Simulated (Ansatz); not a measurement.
# AlBrH2O2 + H2: a complex and its separated parts, part 2 of 2

Ansatz 0.2.0, Gaussian basis.

## 13. CAM-B3LYP-D4/def2-TZVPP

The inputs:

parta/in.yaml

```yaml
crystal:
  periodic: [false, false, false]
  atoms:
    - {symbol: Al, position_ang: [0.385197, 0.575051, 0.139701]}
    - {symbol: O, position_ang: [-0.113395, 0.806497, -1.451936]}
    - {symbol: O, position_ang: [-0.629555, 0.444306, 1.477107]}
    - {symbol: Br, position_ang: [2.581443, 0.429104, 0.508682]}
    - {symbol: H, position_ang: [-1.020753, 0.884245, -1.739167]}
    - {symbol: H, position_ang: [-1.583040, 0.489722, 1.451674]}
basis:
  gaussian: {orbitals: def2-TZVPP}
hamiltonian: {xc: {name: CAM-B3LYP}, dispersion: d4}
```

partb/in.yaml

```yaml
crystal:
  periodic: [false, false, false]
  atoms:
    - {symbol: H, position_ang: [0.248730, -1.767646, -0.558500]}
    - {symbol: H, position_ang: [0.131370, -1.861280, 0.172437]}
basis:
  gaussian: {orbitals: def2-TZVPP}
hamiltonian: {xc: {name: CAM-B3LYP}, dispersion: d4}
```

Each run has its own folder and the same command.

Run with:

```sh
ansatz run in.yaml --threads 4 --pin off --events-out ev --progress --plain --max-ram 9574MiB
```

Output in parta (excerpt; [...] marks lines left out):

```text
Functional definition: CAM-B3LYP
  name "CAM-B3LYP"
  cite "Yanai, Tew & Handy, Chem. Phys. Lett. 393, 51 (2004) doi:10.1016/j.cplett.2004.06.011"
  cite "Iikura, Tsuneda, Yanai & Hirao, J. Chem. Phys. 115, 3540 (2001) doi:10.1063/1.1383587"
  cite "Becke, Phys. Rev. A 38, 3098 (1988) doi:10.1103/PhysRevA.38.3098"
  cite "Lee, Yang & Parr, Phys. Rev. B 37, 785 (1988) doi:10.1103/PhysRevB.37.785"
[...]
1121 factors; their error is unknown
234 factors; integrals over basis functions are off by at most 2.7e-5 eV
[...]
mean field -80779.53951826 eV, -2968.5933229578 hartree, gradient 1.6e-5 eV, S^2 0.000000; 0 other end points of the search recorded, 0 dependent functions left out
reference -80779.53963490 eV, -2968.5933272441 hartree; 33, 33 occupied and 147, 147 virtual orbitals, 1121 factors
Total energy: -80779.64580137 eV, -2968.5972287898 hartree
```

Log of partb (excerpt; [...] marks lines left out):

```text
[... 6 set-up lines as earlier in the session ...]
[...]
  # Exact exchange under (alpha + beta erf(omega r))/r, Becke's under what is left of 1/r.
[...]
118 factors; their error is unknown
42 factors; integrals over basis functions are off by at most 6.3e-5 eV
[...]
mean field -31.88030328 eV, -1.1715795364 hartree, gradient 6.4e-5 eV, S^2 0.000000; 0 other end points of the search recorded, 0 dependent functions left out
reference -31.88037322 eV, -1.1715821066 hartree; 1, 1 occupied and 27, 27 virtual orbitals, 118 factors
Total energy: -31.88188663 eV, -1.1716377234 hartree
```

Wall times: 4.7 s (parta), 0.3 s (partb) on 4 threads of Intel Xeon at 2.50GHz, shared host.

## 14. wB97X-V/def2-TZVPP

The same edit goes into each in.yaml of step 13 (parta, partb):

```diff
-hamiltonian: {xc: {name: CAM-B3LYP}, dispersion: d4}
+hamiltonian: {xc: {name: wB97X-V}}
```

The same command starts each run, in its folder.

Run with:

```sh
ansatz run in.yaml --threads 4 --pin off --events-out ev --progress --plain --max-ram 9574MiB
```

parta printed (excerpt; [...] marks lines left out):

```text
Functional definition: wB97X-V
  name "wB97X-V"
  cite "Mardirossian & Head-Gordon, Phys. Chem. Chem. Phys. 16, 9904 (2014) doi:10.1039/C3CP54374A"
[... 2 set-up lines as earlier in the session ...]
[...]
      + integral(e_c_pw_opposite_spin*poly(b97_u_opposite, cos0, cos1)) + vv10(b, c)
1121 factors; their error is unknown
209 factors; integrals over basis functions are off by at most 5.6e-5 eV
[...]
mean field -80768.17595425 eV, -2968.1757196827 hartree, gradient 3.9e-5 eV, S^2 0.000000; 0 other end points of the search recorded, 0 dependent functions left out
reference -80768.17595241 eV, -2968.1757196152 hartree; 33, 33 occupied and 147, 147 virtual orbitals, 1121 factors
Total energy: -80768.17595241 eV, -2968.1757196152 hartree
```

Log of partb (excerpt; [...] marks lines left out):

```text
[... 5 set-up lines as earlier in the session ...]
[...]
      + integral(e_c_pw_opposite_spin*poly(b97_u_opposite, cos0, cos1)) + vv10(b, c)
118 factors; their error is unknown
42 factors; integrals over basis functions are off by at most 3.0e-5 eV
[...]
mean field -31.90859766 eV, -1.1726193356 hartree, gradient 8.8e-5 eV, S^2 0.000000; 0 other end points of the search recorded, 0 dependent functions left out
reference -31.90859666 eV, -1.1726192989 hartree; 1, 1 occupied and 27, 27 virtual orbitals, 118 factors
Total energy: -31.90859666 eV, -1.1726192989 hartree
```

Times: 8.5 s (parta), 0.41 s (partb) on 4 threads of Intel Xeon at 2.50GHz, shared host; peak memory 0.55 GiB.

## 15. wB97M-V/def2-TZVPP

Each input of step 14 (parta, partb) changes in the same lines:

```diff
-hamiltonian: {xc: {name: wB97X-V}}
+hamiltonian: {xc: {name: wB97M-V}}
```

Each run has its own folder and the same command.

Run with:

```sh
ansatz run in.yaml --threads 4 --pin off --events-out ev --progress --plain --max-ram 9574MiB
```

Log of parta (excerpt; [...] marks lines left out):

```text
Functional definition: wB97M-V
  name "wB97M-V"
  cite "Mardirossian & Head-Gordon, J. Chem. Phys. 144, 214110 (2016) doi:10.1063/1.4952647"
[... 2 set-up lines as earlier in the session ...]
  # Of w^i u^j: cxij and so on, Table III.
[...]
  gx(w, u) = 1 - cx + cx01*u + cx10*w
[...]
      + integral(e_c_pw_mod_opposite_spin*gos(b97_w_opposite, b97_u_opposite)) + vv10(b, c)
1100 factors; their error is unknown
209 factors; integrals over basis functions are off by at most 5.6e-5 eV
[...]
mean field -80771.72720852 eV, -2968.3062258701 hartree, gradient 7.2e-6 eV, S^2 0.000000; 0 other end points of the search recorded, 0 dependent functions left out
reference -80771.72725341 eV, -2968.3062275198 hartree; 33, 33 occupied and 147, 147 virtual orbitals, 1100 factors
Total energy: -80771.72725341 eV, -2968.3062275198 hartree
```

Output in partb (excerpt; [...] marks lines left out):

```text
[... 5 set-up lines as earlier in the session ...]
  # Of w^i u^j: cxij and so on, Table III.
[...]
  gx(w, u) = 1 - cx + cx01*u + cx10*w
[...]
      + integral(e_c_pw_mod_opposite_spin*gos(b97_w_opposite, b97_u_opposite)) + vv10(b, c)
118 factors; their error is unknown
42 factors; integrals over basis functions are off by at most 3.0e-5 eV
[...]
mean field -31.60110923 eV, -1.1613193443 hartree, gradient 7.3e-6 eV, S^2 0.000000; 0 other end points of the search recorded, 0 dependent functions left out
reference -31.60113349 eV, -1.1613202358 hartree; 1, 1 occupied and 27, 27 virtual orbitals, 118 factors
Total energy: -31.60113349 eV, -1.1613202358 hartree
```

They took 9.5 s (parta), 0.41 s (partb) on 4 threads of Intel Xeon at 2.50GHz, shared host; peak memory 0.56 GiB.

## 16. B2PLYP/def2-TZVPP

The same edit goes into each in.yaml of step 15 (parta, partb):

```diff
-hamiltonian: {xc: {name: wB97M-V}}
+hamiltonian: {xc: {name: B2PLYP}}
```

The same command starts each run, in its folder.

Run with:

```sh
ansatz run in.yaml --threads 4 --pin off --events-out ev --progress --plain --max-ram 9574MiB
```

Output in parta (excerpt; [...] marks lines left out):

```text
Functional definition: B2PLYP
  name "B2PLYP"
  cite "Grimme, J. Chem. Phys. 124, 034108 (2006) doi:10.1063/1.2148954"
[... 2 set-up lines as earlier in the session ...]
[...]
1145 factors; integrals over basis functions are off by at most 9.8e-4 eV
[...]
mean field -80753.85063629 eV, -2967.6492739577 hartree, gradient 1.9e-6 eV, S^2 0.000000; 0 other end points of the search recorded, 0 dependent functions left out
16 core orbitals not correlated: weight in the atoms' cores, before any rotation towards them, 1.000 or more for the frozen orbitals, at most 0.000 for the correlated occupied ones
reference -80753.85078601 eV, -2967.6492794598 hartree; 17, 17 occupied and 147, 147 virtual orbitals, 1145 factors
second order -26.93002687 eV of doubles, -0.00000000 eV of singles
Total energy: -80761.12189326 eV, -2967.9164877229 hartree
```

partb printed (excerpt; [...] marks lines left out):

```text
[... 5 set-up lines as earlier in the session ...]
[...]
145 factors; integrals over basis functions are off by at most 7.4e-4 eV
[...]
mean field -31.55848389 eV, -1.1597528919 hartree, gradient 1.1e-6 eV, S^2 0.000000; 0 other end points of the search recorded, 0 dependent functions left out
reference -31.55857331 eV, -1.1597561778 hartree; 1, 1 occupied and 27, 27 virtual orbitals, 145 factors
second order -1.02367140 eV of doubles, -0.00000000 eV of singles
Total energy: -31.83496458 eV, -1.1699133700 hartree
```

They took 6.5 s (parta), 0.25 s (partb) on 4 threads of Intel Xeon at 2.50GHz, shared host.

## 17. PBE-QIDH/def2-TZVPP

The same edit goes into each in.yaml of step 16 (parta, partb):

```diff
-hamiltonian: {xc: {name: B2PLYP}}
+hamiltonian: {xc: {name: PBE-QIDH}}
```

The same command starts each run, in its folder.

Run with:

```sh
ansatz run in.yaml --threads 4 --pin off --events-out ev --progress --plain --max-ram 9574MiB
```

parta printed (excerpt; [...] marks lines left out):

```text
Functional definition: PBE-QIDH
  name "PBE-QIDH"
  cite "Brémond, Sancho-García, Pérez-Jiménez & Adamo, J. Chem. Phys. 141, 031101 (2014) doi:10.1063/1.4890314"
[... 1 set-up line as earlier in the session ...]
[...]
1145 factors; integrals over basis functions are off by at most 9.8e-4 eV
[...]
mean field -80741.97305391 eV, -2967.2127808560 hartree, gradient 5.2e-6 eV, S^2 0.000000; 0 other end points of the search recorded, 0 dependent functions left out
16 core orbitals not correlated: weight in the atoms' cores, before any rotation towards them, 0.999 or more for the frozen orbitals, at most 0.000 for the correlated occupied ones
reference -80741.97306510 eV, -2967.2127812673 hartree; 17, 17 occupied and 147, 147 virtual orbitals, 1145 factors
second order -25.08858113 eV of doubles, -0.00000000 eV of singles
Total energy: -80750.33592547 eV, -2967.5201107176 hartree
```

partb printed (excerpt; [...] marks lines left out):

```text
[... 4 set-up lines as earlier in the session ...]
[...]
145 factors; integrals over basis functions are off by at most 7.4e-4 eV
[...]
mean field -31.52724295 eV, -1.1586048085 hartree, gradient 1.4e-6 eV, S^2 0.000000; 0 other end points of the search recorded, 0 dependent functions left out
reference -31.52724937 eV, -1.1586050444 hartree; 1, 1 occupied and 27, 27 virtual orbitals, 145 factors
second order -0.95921087 eV of doubles, -0.00000000 eV of singles
Total energy: -31.84698633 eV, -1.1703551608 hartree
```

Times: 6.5 s (parta), 0.2 s (partb) on 4 threads of Intel Xeon at 2.50GHz, shared host.

## 18. RPA on PBE/def2-TZVPP

Each input of step 17 (parta, partb) changes in the same lines:

```diff
-hamiltonian: {xc: {name: PBE-QIDH}}
+hamiltonian: {xc: pbe}
+correlation: {method: rpa}
```

The same command starts each run, in its folder.

Run with:

```sh
ansatz run in.yaml --threads 4 --pin off --events-out ev --progress --plain --max-ram 9574MiB
```

parta printed (excerpt; [...] marks lines left out):

```text
[... 4 set-up lines as earlier in the session ...]
[...]
1145 factors; integrals over basis functions are off by at most 9.8e-4 eV
[...]
mean field -80758.46106452 eV, -2967.8187040702 hartree, gradient 4.7e-6 eV, S^2 0.000000; 0 other end points of the search recorded, 0 dependent functions left out
16 core orbitals not correlated: weight in the atoms' cores, before any rotation towards them, 0.999 or more for the frozen orbitals, at most 0.000 for the correlated occupied ones
reference -80694.09085187 eV, -2965.4531423869 hartree; 17, 17 occupied and 147, 147 virtual orbitals, 1145 factors
Total energy: -80728.05298008 eV, -2966.7012275781 hartree
```

partb printed (excerpt; [...] marks lines left out):

```text
[... 4 set-up lines as earlier in the session ...]
[...]
145 factors; integrals over basis functions are off by at most 7.4e-4 eV
[...]
mean field -31.73222152 eV, -1.1661376321 hartree, gradient 1.4e-6 eV, S^2 0.000000; 0 other end points of the search recorded, 0 dependent functions left out
reference -30.80638772 eV, -1.1321138675 hartree; 1, 1 occupied and 27, 27 virtual orbitals, 145 factors
Total energy: -32.86230288 eV, -1.2076673561 hartree
```

Times: 6 s (parta), 0.25 s (partb) on 4 threads of Intel Xeon at 2.50GHz, shared host.

## 19. CCSD(T)/def2-TZVPP

Each input of step 18 (parta, partb) changes in the same lines:

```diff
-hamiltonian: {xc: pbe}
-correlation: {method: rpa}
+correlation: {method: ccsd_t}
```

Each run has its own folder and the same command.

Run with:

```sh
ansatz run in.yaml --threads 4 --pin off --events-out ev --progress --plain --max-ram 9574MiB
```

parta printed (excerpt; [...] marks lines left out):

```text
Functional definition: HF
  name "HF"
  cite "Fock, Z. Phys. 61, 126 (1930) doi:10.1007/BF01340294"
[... 1 set-up line as earlier in the session ...]
[...]
1145 factors; integrals over basis functions are off by at most 9.8e-4 eV
[...]
mean field -80695.44513956 eV, -2965.5029115414 hartree, gradient 6.3e-6 eV, S^2 0.000000; 0 other end points of the search recorded, 0 dependent functions left out
16 core orbitals not correlated: weight in the atoms' cores, before any rotation towards them, 0.999 or more for the frozen orbitals, at most 0.001 for the correlated occupied ones
reference -80695.44513956 eV, -2965.5029115414 hartree; 17, 17 occupied and 147, 147 virtual orbitals, 1145 factors
second order -22.54596766 eV of doubles, -0.00000000 eV of singles
cycle   1  -22.27837406 eV  change    2.7e-1 eV  update   9.1e-2
[...]
cycle   8  -22.80639991 eV  change    3.5e-5 eV  update   3.5e-5
perturbative correction -0.77937014 eV, -0.0286413245 hartree
Total energy: -80719.03090961 eV, -2966.3696726038 hartree
```

partb printed (excerpt; [...] marks lines left out):

```text
[... 4 set-up lines as earlier in the session ...]
[...]
145 factors; integrals over basis functions are off by at most 7.4e-4 eV
[...]
mean field -30.82769264 eV, -1.1328968086 hartree, gradient 4.3e-7 eV, S^2 0.000000; 0 other end points of the search recorded, 0 dependent functions left out
reference -30.82769264 eV, -1.1328968086 hartree; 1, 1 occupied and 27, 27 virtual orbitals, 145 factors
second order -0.86257776 eV of doubles, -0.00000000 eV of singles
cycle   1  -1.00723542 eV  change   -1.4e-1 eV  update   2.6e-2
[...]
cycle   7  -1.07308771 eV  change    6.9e-7 eV  update   4.1e-7
perturbative correction -0.00000000 eV, -0.0000000000 hartree
Total energy: -31.90078035 eV, -1.1723320546 hartree
```

Times: 60 s (parta), 0.3 s (partb) on 4 threads of Intel Xeon at 2.50GHz, shared host; peak memory 1.8 GiB.

## 20. Vibrations of AlBrH2O2

vib-parta/in.yaml

```yaml
crystal:
  periodic: [false, false, false]
  atoms:
    - {symbol: Al, position_ang: [0.385197, 0.575051, 0.139701]}
    - {symbol: O, position_ang: [-0.113395, 0.806497, -1.451936]}
    - {symbol: O, position_ang: [-0.629555, 0.444306, 1.477107]}
    - {symbol: Br, position_ang: [2.581443, 0.429104, 0.508682]}
    - {symbol: H, position_ang: [-1.020753, 0.884245, -1.739167]}
    - {symbol: H, position_ang: [-1.583040, 0.489722, 1.451674]}
basis:
  gaussian: {orbitals: def2-TZVP}
hamiltonian: {xc: pbe0, dispersion: d4}
phonons: {temperatures: {t_min: 298.15, t_max: 900, t_step: 200}}
```

Run with:

```sh
ansatz run in.yaml --threads 4 --pin off --events-out ev --progress --plain --max-ram 9574MiB
```

What it wrote (excerpt; [...] marks lines left out):

```text
[... 5 set-up lines as earlier in the session ...]
[...]
1082 factors; their error is unknown
[...]
mean field -80761.40655907 eV, -2967.9269489982 hartree, gradient 9.9e-6 eV, S^2 0.000000; 0 other end points of the search recorded, 0 dependent functions left out
[...]
Atom 3 at     2.581443     0.429104     0.508682 Å, force     0.000061     0.000002     0.000009 eV/Å
Atom 4 at    -1.020753     0.884245    -1.739167 Å, force    -0.000397    -0.000120     0.001808 eV/Å
Atom 5 at    -1.583040     0.489722     1.451674 Å, force     0.000220     0.000323    -0.001841 eV/Å
Dipole moment:    -0.712980     0.047176    -0.119801 e Å
Vibrations: 162.73 207.98 248.51 254.85 331.50 404.45 559.30 622.64 839.57 940.62 3969.48 3972.92 cm⁻¹, zero-point energy 0.775805 eV
```

It took 2.2 min on 4 threads of Intel Xeon at 2.50GHz, shared host.

The modes, with what each moves most:

| mode | wavenumber (cm⁻¹) | character |
| --- | --- | --- |
| 1 | 163 | bend |
| 2 | 208 | bend |
| 3 | 249 | torsion with out-of-plane bend |
| 4 | 255 | torsion |
| 5 | 332 | torsion |
| 6 | 404 | Al–Br stretch |
| 7 | 559 | bend |
| 8 | 623 | bend |
| 9 | 840 | Al–O stretch with bend |
| 10 | 941 | Al–O stretch |
| 11 | 3969 | O–H stretch |
| 12 | 3973 | O–H stretch |

Vibrational sums (real modes only):

| T (K) | entropy (J/mol/K) | heat capacity (J/mol/K) |
| --- | --- | --- |
| 298 | 47.9 | 56.3 |
| 498 | 80.6 | 70.3 |
| 698 | 105.4 | 76.2 |
| 898 | 125.1 | 79.7 |

## 21. Vibrations of H2

vib-partb/in.yaml

```yaml
crystal:
  periodic: [false, false, false]
  atoms:
    - {symbol: H, position_ang: [0.248730, -1.767646, -0.558500]}
    - {symbol: H, position_ang: [0.131370, -1.861280, 0.172437]}
basis:
  gaussian: {orbitals: def2-TZVP}
hamiltonian: {xc: pbe0, dispersion: d4}
phonons: {temperatures: {t_min: 298.15, t_max: 900, t_step: 200}}
```

Run with:

```sh
ansatz run in.yaml --threads 4 --pin off --events-out ev --progress --plain --max-ram 9574MiB
```

What it wrote (excerpt; [...] marks lines left out):

```text
[... 5 set-up lines as earlier in the session ...]
[...]
88 factors; their error is unknown
[...]
mean field -31.78865262 eV, -1.1682114365 hartree, gradient 1.8e-5 eV, S^2 0.000000; 0 other end points of the search recorded, 0 dependent functions left out
[...]
reference -31.78854820 eV, -1.1682075994 hartree; 1, 1 occupied and 11, 11 virtual orbitals, 88 factors
Total energy: -31.79027505 eV, -1.1682710597 hartree
Atom 0 at     0.248730    -1.767646    -0.558500 Å, force    -0.000455    -0.000363     0.002831 eV/Å
Atom 1 at     0.131370    -1.861280     0.172437 Å, force     0.000455     0.000363    -0.002831 eV/Å
Dipole moment:     0.000000     0.000000    -0.000000 e Å
Vibrations: 4413.95 cm⁻¹, zero-point energy 0.273630 eV
```

Wall time 0.6 s (4 threads of Intel Xeon at 2.50GHz, shared host).

Wavenumbers and character of the modes:

| mode | wavenumber (cm⁻¹) | character |
| --- | --- | --- |
| 1 | 4414 | H–H stretch |

Vibrational sums (real modes only):

| T (K) | entropy (J/mol/K) | heat capacity (J/mol/K) |
| --- | --- | --- |
| 298 | 0.0 | 0.0 |
| 498 | 0.0 | 0.0 |
| 698 | 0.0 | 0.1 |
| 898 | 0.1 | 0.4 |

## 22. Complex less separated parts

The complex's own energies come from single points at the same levels.

Rows are in def2-TZVPP; times add the 3 runs of a level on a shared host, so small differences are noise.

Differences are taken before rounding.

| method | rung | complex less parts (kcal/mol) | from CCSD(T) (kcal/mol) | time |
| --- | --- | --- | --- | --- |
| SPW92 | LDA | -4.93 | -3.64 | 4 s |
| PBE-D4 | GGA | -2.15 | -0.87 | 5.5 s |
| BLYP-D4 | GGA | -0.70 | +0.58 | 5.7 s |
| r2SCAN-D4 | meta-GGA | -1.92 | -0.64 | 11 s |
| B97M-V | meta-GGA | -1.39 | -0.11 | 21 s |
| PBE0-D4 | hybrid | -2.30 | -1.02 | 9.8 s |
| B3LYP-D4 | hybrid | -1.22 | +0.07 | 9 s |
| r2SCAN0-D4 | hybrid | -2.22 | -0.94 | 13 s |
| BHLYP-D4 | hybrid | -1.63 | -0.35 | 8.6 s |
| CAM-B3LYP-D4 | range-separated hybrid | -1.62 | -0.34 | 10 s |
| wB97X-V | range-separated hybrid | -1.97 | -0.69 | 19 s |
| wB97M-V | range-separated hybrid | -2.09 | -0.81 | 20 s |
| B2PLYP | double hybrid | -0.52 | +0.76 | 15 s |
| PBE-QIDH | double hybrid | -1.76 | -0.48 | 15 s |
| RPA on PBE | RPA | -0.45 | +0.83 | 14 s |
| Hartree-Fock | wavefunction | 0.72 | +2.00 |  |
| MP2 | wavefunction | -1.20 | +0.09 |  |
| CCSD | wavefunction | -1.06 | +0.22 |  |
| CCSD(T) | wavefunction | -1.28 | 0 | 2.8 min |

Among the levels timed on like hardware and quicker than the yardstick, those that no quicker one beats, quickest first: SPW92 (4 s, -3.64 kcal/mol); PBE-D4 (5.5 s, -0.87 kcal/mol); BLYP-D4 (5.7 s, +0.58 kcal/mol); BHLYP-D4 (8.6 s, -0.35 kcal/mol); B3LYP-D4 (9 s, +0.07 kcal/mol).

For cost: B3LYP-D4 gets within 0.07 kcal/mol in 9 s, where CCSD(T) took 2.8 min; the quickest level in the cost chart, SPW92, takes 4 s and misses by 3.64 kcal/mol.

The complex's zero-point energy, from a separate PBE0-D4 run, is 1.131 eV.

## 23. What came out

What follows sums up all 2 parts.

| quantity | value |
| --- | --- |
| complex less parts, CCSD(T)/def2-TZVPP | -1.28 kcal/mol |
| with zero-point energy | +0.59 kcal/mol |
| largest T1 diagnostic | 0.010 |

What this shows: At CCSD(T) the complex lies 1.28 kcal/mol below its parts. B3LYP-D4 is the best functional here (+0.07 kcal/mol from CCSD(T)); SPW92 is the worst (-3.64 kcal/mol). Mean unsigned error by rung: LDA 3.64, GGA 0.72, meta-GGA 0.37, hybrid 0.59, range-separated hybrid 0.61, double hybrid 0.62 kcal/mol. PBE-D4 gives a relative energy 0.87 kcal/mol too low, an error of 68 % of the reference. No counterpoise was applied, and triple zeta lacks some correlation, so the CCSD(T) reference has a basis error of its own, and close matches with it are partly luck.
